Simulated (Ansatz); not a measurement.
# CH3LiTe: single points off equilibrium

A test off equilibrium: a structure displaced at random from a GFN2-xTB minimum is computed at several levels, and each is set against CCSD(T).

Method: single points in def2-TZVPP; program: Ansatz 0.2.0, Gaussian basis.

Correlated methods freeze the cores. Filled d shells of the heavier atoms are correlated. Core potentials replace the inner electrons past krypton, and spin-orbit coupling is left out. The outer core shell of Li, Na, Mg and K is correlated.

**1. Where the work starts**

SMILES `[Li][Te]C`, 6 atoms, charge 0, spin multiplicity 1.

Atoms are counted from 1 here; the program's logs count them from 0.

Bond lengths: Li1–Te2 2.526 Å, Te2–C3 2.183 Å, C3–H4 1.089 Å, C3–H5 1.095 Å, C3–H6 1.081 Å. Angles: Li1–Te2–C3 71.9°, Te2–C3–H4 109.0°, Te2–C3–H5 113.1°, Te2–C3–H6 110.0°, H4–C3–H5 106.7°, H4–C3–H6 107.2°, H5–C3–H6 110.5°.

Coordinates:

```csv
atom,x (Å),y (Å),z (Å)
Li1,-0.6716,-2.1436,0.0935
Te2,1.3798,-0.8552,0.8104
C3,-0.0170,0.5494,-0.1062
H4,0.4242,1.5450,-0.0964
H5,-0.9686,0.6207,0.4310
H6,-0.1844,0.2833,-1.1402
```

**2. CCSD(T)/def2-TZVPP**

The input, run/in.yaml:

```yaml
crystal:
  periodic: [false, false, false]
  atoms:
    - {symbol: Li, position_ang: [-0.671600, -2.143600, 0.093500]}
    - {symbol: Te, position_ang: [1.379800, -0.855200, 0.810400]}
    - {symbol: C, position_ang: [-0.017000, 0.549400, -0.106200]}
    - {symbol: H, position_ang: [0.424200, 1.545000, -0.096400]}
    - {symbol: H, position_ang: [-0.968600, 0.620700, 0.431000]}
    - {symbol: H, position_ang: [-0.184400, 0.283300, -1.140200]}
basis:
  gaussian: {orbitals: def2-TZVPP}
correlation: {method: ccsd_t}
output: {forces: true}
```

No record of the launch command was kept for these runs.

**3. PBE0-D4/def2-TZVPP**

run/in.yaml: that of step 2 with these lines changed.

```diff
@@ -11,3 +11,3 @@
   gaussian: {orbitals: def2-TZVPP}
-correlation: {method: ccsd_t}
-output: {forces: true}
+hamiltonian: {xc: pbe0, dispersion: d4}
+output: {forces: true, orbitals: {seedname: orbitals}}
```

**4. wB97M-V/def2-TZVPP**

run/in.yaml: that of step 3 with these lines changed.

```diff
@@ -11,3 +11,3 @@
   gaussian: {orbitals: def2-TZVPP}
-hamiltonian: {xc: pbe0, dispersion: d4}
-output: {forces: true, orbitals: {seedname: orbitals}}
+hamiltonian: {xc: {name: wB97M-V}}
+output: {forces: true}
```

**5. r2SCAN-D4/def2-TZVPP**

run/in.yaml: that of step 4 with these lines changed.

```diff
@@ -11,3 +11,3 @@
   gaussian: {orbitals: def2-TZVPP}
-hamiltonian: {xc: {name: wB97M-V}}
+hamiltonian: {xc: r2scan, dispersion: d4}
 output: {forces: true}
```

**6. PBE-D4/def2-TZVPP**

run/in.yaml: that of step 5 with these lines changed.

```diff
@@ -11,3 +11,3 @@
   gaussian: {orbitals: def2-TZVPP}
-hamiltonian: {xc: r2scan, dispersion: d4}
+hamiltonian: {xc: pbe, dispersion: d4}
 output: {forces: true}
```

**7. r2SCANh-D4/def2-TZVPP**

run/in.yaml: that of step 6 with these lines changed.

```diff
@@ -11,3 +11,3 @@
   gaussian: {orbitals: def2-TZVPP}
-hamiltonian: {xc: pbe, dispersion: d4}
+hamiltonian: {xc: {name: r2SCANh}, dispersion: d4}
 output: {forces: true}
```

**8. revPBE-D4/def2-TZVPP**

run/in.yaml: that of step 7 with these lines changed.

```diff
@@ -11,3 +11,3 @@
   gaussian: {orbitals: def2-TZVPP}
-hamiltonian: {xc: {name: r2SCANh}, dispersion: d4}
+hamiltonian: {xc: {name: revPBE}, dispersion: d4}
 output: {forces: true}
```

(Steps that only read results are left out.)

Q: Predict the outcome of this session. Wanted: energy less free atoms, CCSD(T)/def2-TZVPP; RMS force component; RMS force error; HOMO and LUMO, PBE0-D4; T1 diagnostic.

**Answer**, as computed:

| quantity | value |
| --- | --- |
| energy less free atoms, CCSD(T)/def2-TZVPP | -17.823 eV |
| RMS force component | 0.168 to 0.223 eV/Å over the methods |
| RMS force error | PBE0-D4 0.045, wB97M-V 0.059, r2SCAN-D4 0.035, PBE-D4 0.109, r2SCANh-D4 0.039, revPBE-D4 0.131 eV/Å |
| HOMO and LUMO, PBE0-D4 | -4.83 and -1.51 eV |
| T1 diagnostic | 0.009 |

What this shows: Against CCSD(T) the functionals' energies less atoms differ by -0.666 to -0.251 eV, PBE-D4 by -0.666 eV. A larger basis would deepen the CCSD(T) value, while the functionals are nearly converged already, so the order here is not reliable. For forces r2SCAN-D4 does best and revPBE-D4 worst. Frozen-core CCSD(T) forces in triple zeta carry basis errors of their own, and this is one geometry, so small gaps rank nothing.
